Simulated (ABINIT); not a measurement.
SiRh3:

```
Rh Si
1.0
    -1.93357    1.93357    3.66934
     1.93357   -1.93357    3.66934
     1.93357    1.93357   -3.66934
Rh Si
3 1
Direct
  0.50000 0.50000 0.00000
  0.25000 0.75000 0.50000
  0.75000 0.25000 0.50000
  0.00000 0.00000 0.00000
```

The cell comes from a database or a generator and needn't be the stable form of this composition.

```yaml
Program: ABINIT 10.8.3 (patched build)
Task: single point
Functional: PBE
Potentials_or_basis: JTH PAW PBE v2.0
Cutoff: 435 eV
k_mesh: 10 × 10 × 10
Occupations: fermi-dirac, width 0.05 eV
Spin: no spin polarisation
```

On this cell: pressure -2.3 GPa; largest force under 0.003 eV/Å; band gap on the k mesh none (metal or under the smearing width).

The same run follows on a disturbed copy (atoms moved at random, drawn with an rms of 0.05 Å):

```
Rh Si
1.0
    -1.93357    1.93357    3.66934
     1.93357   -1.93357    3.66934
     1.93357    1.93357   -3.66934
Rh Si
3 1
Direct
  0.49556 0.48948 0.00287
  0.24326 0.75728 0.50609
  0.74916 0.24609 0.49356
  0.99887 0.00314 0.00092
```

What changes?

The energy (extrapolated to zero smearing) moves by +10.8 meV/atom; pressure -1.8 GPa; largest force 0.958 eV/Å; band gap on the k mesh none (metal or under the smearing width).

Forces in eV/Å, atoms in the order of the input:
```
Rh   0.182 -0.219  0.915
Rh  -0.494  0.123 -0.329
Rh   0.342  0.066 -0.438
Si  -0.030  0.030 -0.148
```

Stress tensor (GPa, compression positive):
```
-2.72 -0.04  0.96
-0.04 -1.05 -0.11
 0.96 -0.11 -1.74
```
